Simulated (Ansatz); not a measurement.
**FH2O2Si: rigid scan of one bond length in Python**

How does the energy of FH2O2Si change as one bond is stretched? The task is a rigid scan of one bond length, for FH2O2Si. SMILES: [O][SiH](O)F.

All numbers are computed with Ansatz 0.2.0, driven from Python. Level of theory: PBE0+D4/def2-SVP.

## 1. The system

Bond lengths: O1–Si2 1.709 Å, Si2–O3 1.734 Å, Si2–F4 1.695 Å, Si2–H5 1.483 Å, O3–H6 0.975 Å. Angles: O1–Si2–O3 110.7°, O1–Si2–F4 111.4°, O1–Si2–H5 107.4°, O3–Si2–F4 109.9°, O3–Si2–H5 109.8°, F4–Si2–H5 107.5°, Si2–O3–H6 104.8°.

No structure file is read: the coordinates are typed or built in the script.

## 2. The code

scan.py

```python
# -*- coding: utf-8 -*-
"""Stretching a bond of FH2O2Si, the rest held rigid."""

import ansatz as az
from ase import Atoms
import matplotlib.pyplot as plt
import numpy as np

BASIS = "def2-SVP"
XC = "pbe0"
DISPERSION = "d4"

atoms = Atoms(["O", "Si", "O", "F", "H", "H"], positions=[
    (-1.0488, -1.4594, 0.1196),
    (0.0964, -0.2025, 0.2951),
    (-0.3751, 1.1891, -0.6264),
    (0.3024, 0.2251, 1.9219),
    (1.3965, -0.7158, -0.1999),
    (-0.3293, 0.8995, -1.5564),
])
fh2o2si = az.Crystal.molecule_from_ase(atoms)

symbols = [site.symbol for site in fh2o2si.cartesian_sites]
start = np.array([site.position_ang for site in fh2o2si.cartesian_sites])
axis = (start[5] - start[2]) / np.linalg.norm(start[5] - start[2])
moving = [5]
lengths, energies = [0.83, 0.9, 0.98, 1.07, 1.22, 1.46, 1.76, 2.15], []
for length in lengths:
    xyz = start.copy()
    xyz[moving] += (length - np.linalg.norm(start[5] - start[2])) * axis
    point = az.Crystal.molecule()
    for symbol, place in zip(symbols, xyz):
        point = point.atom(symbol, place.tolist())
    calc = (
        point.calculation()
        .basis(gaussian=BASIS)
        .functional(XC, dispersion=DISPERSION)
        .spin("collinear", total=1)
    )
    r = calc.run().report
    energies.append(r["free_energy_ev"])
    print(f"r = {length:6.3f} A  E = {energies[-1]:.5f} eV  <S^2> = {abs(r['mean_field']['state']['spin_squared']):.3f}")

print("energy above the lowest point (eV):", [round(e - min(energies), 3) for e in energies])
plt.figure(figsize=(4.5, 3))
plt.plot(lengths, np.array(energies) - min(energies), "o-")
plt.xlabel("bond length (A)")
plt.ylabel("E - E(min) (eV)")
plt.tight_layout()
plt.savefig("scan.png", dpi=100)
```

## 3. The run

Command:

```bash
$ python scan.py
```

Without the output at hand: what should come out? Wanted: range of energy; lowest point, distance.

As calculated:

```
                  quantity     value
             runs compared         8
           range of energy  4.852 eV
lowest point, distance (Å)      0.98
```

What this shows: The lowest point, at 0.98, lies inside the range. The ends stand 0.681 and 4.85 eV above it. The distance scanned is the script's pair 2, 5. <S²> moves from 0.75 to 1.51: along the scan the mean field breaks spin symmetry. Reading the output:
- The rest of the molecule is held rigid at a force-field or estimated start geometry, and the basis set is modest; single-reference methods fail as a bond breaks.
- The species is open-shell (spin multiplicity 2).
